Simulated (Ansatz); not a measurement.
# GaP4: the cost of one run

Program: Ansatz 0.2.0. Level of theory: DFT PBE, scalar-relativistic, plane waves, PAW. These are calculated values, not measurements.

## 1. The starting structure

It takes space group Pn-3m (No. 224, cubic). The conventional cell has a = 5.853 Å, b = 5.853 Å, c = 5.853 Å, α = 90.00°, β = 90.00°, γ = 90.00°. Ga (site symmetry -43m) is surrounded by 4 P at 1.63 Å. Around P (site symmetry 3m) lie 1 Ga at 1.63 Å and 1 P at 1.81 Å.

As a file:

```cif
data_structure
_symmetry_space_group_name_H-M 'P 1'
_symmetry_Int_Tables_number 1
_cell_length_a 5.8527
_cell_length_b 5.8527
_cell_length_c 5.8527
_cell_angle_alpha 90.000
_cell_angle_beta 90.000
_cell_angle_gamma 90.000
_cell_volume 200.48
loop_
_atom_site_label
_atom_site_type_symbol
_atom_site_fract_x
_atom_site_fract_y
_atom_site_fract_z
_atom_site_occupancy
Ga1 Ga 0.00000 0.00000 0.00000 1
Ga2 Ga 0.50000 0.50000 0.50000 1
P1 P 0.33924 0.33924 0.33924 1
P2 P 0.66076 0.66076 0.33924 1
P3 P 0.66076 0.33924 0.66076 1
P4 P 0.33924 0.66076 0.66076 1
P5 P 0.83924 0.83924 0.16076 1
P6 P 0.16076 0.16076 0.16076 1
P7 P 0.83924 0.16076 0.83924 1
P8 P 0.16076 0.83924 0.83924 1
```

The cell is invented: random cell by space group and Wyckoff sites (Pn-3m, No. 224). Lengths come from tabulated atomic sizes and are only a guess.

## 2. Probe: one point on a coarse mesh

The input, input.yaml:

```yaml
crystal:
  lattice:
    - [5.85268426, 0.0, 0.0]
    - [0.0, 5.85268426, 0.0]
    - [0.0, 0.0, 5.85268426]
  atoms:
    - { symbol: Ga, position: [0.0, 0.0, 0.0] }
    - { symbol: Ga, position: [0.5, 0.5, 0.5] }
    - { symbol: P, position: [0.33923845, 0.33923845, 0.33923845] }
    - { symbol: P, position: [0.66076155, 0.66076155, 0.33923845] }
    - { symbol: P, position: [0.66076155, 0.33923845, 0.66076155] }
    - { symbol: P, position: [0.33923845, 0.66076155, 0.66076155] }
    - { symbol: P, position: [0.83923845, 0.83923845, 0.16076155] }
    - { symbol: P, position: [0.16076155, 0.16076155, 0.16076155] }
    - { symbol: P, position: [0.83923845, 0.16076155, 0.83923845] }
    - { symbol: P, position: [0.16076155, 0.83923845, 0.83923845] }
basis:
  ecutwfc: 420
kpoints:
  mp_grid: { grid: [4, 4, 4] }
hamiltonian:
  xc: pbe
scf:
  occupations: { method: gaussian, width: 0.1 }
  lower_state_search: "off"
output:
  forces: true
  stress: true
  eigenvalues: true
```

The run is started by

```bash
ansatz run input.yaml --threads 1 --pin off --max-ram 2560MiB --backend cpu --events-out ev --progress --plain --runs-dir out
```

**Question.** How long does this run take on 1 thread of Intel Xeon at 2.50GHz (Skylake/Cascade Lake), shared host, and how much memory does it need?

About 13 s, with a peak of 0.44 GiB.
